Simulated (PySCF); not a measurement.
# [BiH]2+: other functionals and bases at one geometry

An exercise on one series of results from a longer session: the logs are not shown, and one member is left open.

The runs use PySCF 2.14.0; several levels, as the steps say, no spin–orbit coupling.

3 further runs of the same task are left out: 2 for a known fault of the program, 1 that didn't finish.

### Starting geometry

2 atoms, charge 2, spin multiplicity 1.

Bond lengths: Bi1–H2 1.826 Å.

Geometry (Å):

```csv
atom,x (Å),y (Å),z (Å)
Bi1,0.0000,0.0000,0.0974
H2,0.0000,0.0000,1.9230
```

Formal oxidation states: Bi +3. An earlier session relaxed this geometry at B3LYP, Bi def2-SVP with ECP60, H def2-SVP (singlet, point group C∞v).

At B3LYP on the finer grid: E = -214.388725 Eh, HOMO -22.40 eV, LUMO -18.52 eV, Mulliken charge on Bi1 +1.84 e, largest force component 0.000 eV/Å. 

Levels to run: PBE; M06-L; CAM-B3LYP; TPSSh; B3LYP, TZVP; B3LYP, x2c-SVP. Hardware: 2 threads of Arm Neoverse V1, shared host.

Set-up of the first run:

Contents of run.py (the lines that set the calculation):

```python
mol = gto.M(atom='''
Bi     0.00000     0.00000     0.09741
H      0.00000     0.00000     1.92301''',
    basis={'Bi': 'def2-SVP', 'H': 'def2-SVP'},
    ecp={'Bi': 'def2-SVP'},
    charge=2, spin=0)
mf = dft.RKS(mol, xc='PBE')
mf.grids.atom_grid = (75, 302)
mf = mf.density_fit()  # fitting sets: Bi def2-universal-JKFIT, H def2-universal-JKFIT
mf.conv_tol = 1e-08; mf.max_cycle = 55
mf.kernel(dm0)  # dm0: the density of the relaxed state
```

On the command line:

```sh
> OMP_NUM_THREADS=2 python run.py
```

Steps of the session up to this table: PBE; M06-L; CAM-B3LYP; TPSSh; B3LYP, TZVP; B3LYP, x2c-SVP.

One table of the session follows, with a row left open; its other results are not shown here.

```
               level  HOMO (eV)  gap (eV)  charge on Bi1 (e)  dipole (D)  largest force component (eV/Å)
B3LYP (relaxed here)     -22.40      3.88               1.84        0.79                            0.00
                 PBE     -21.46      2.36               1.83        0.79                            0.15
               M06-L          ?         ?                  ?           ?                               ?
           CAM-B3LYP     -23.89      6.76               1.82        0.86                            0.18
               TPSSh     -22.00      3.47               1.84        0.72                            0.11
         B3LYP, TZVP     -22.41      3.88               1.80        0.75                            0.13
      B3LYP, x2c-SVP     -22.44      3.88               1.82        0.80                            0.36
```

**Question.** Estimate the row for M06-L.

The run gave: HOMO (eV): -21.38; gap (eV): 2.92; charge on Bi1 (e): 1.88; dipole (D): 0.55; largest force component (eV/Å): 0.14. In the column «HOMO (eV)» it is the highest.

The dipole of a charged species depends on the origin, so these sizes hold for this origin alone.

In one basis the HOMO–LUMO gap runs from 2.36 eV (PBE) to 6.76 eV (CAM-B3LYP). The largest leftover force, 0.36 eV/Å with B3LYP, x2c-SVP, stands at a geometry relaxed at another level. Total energies of different levels can't be compared.
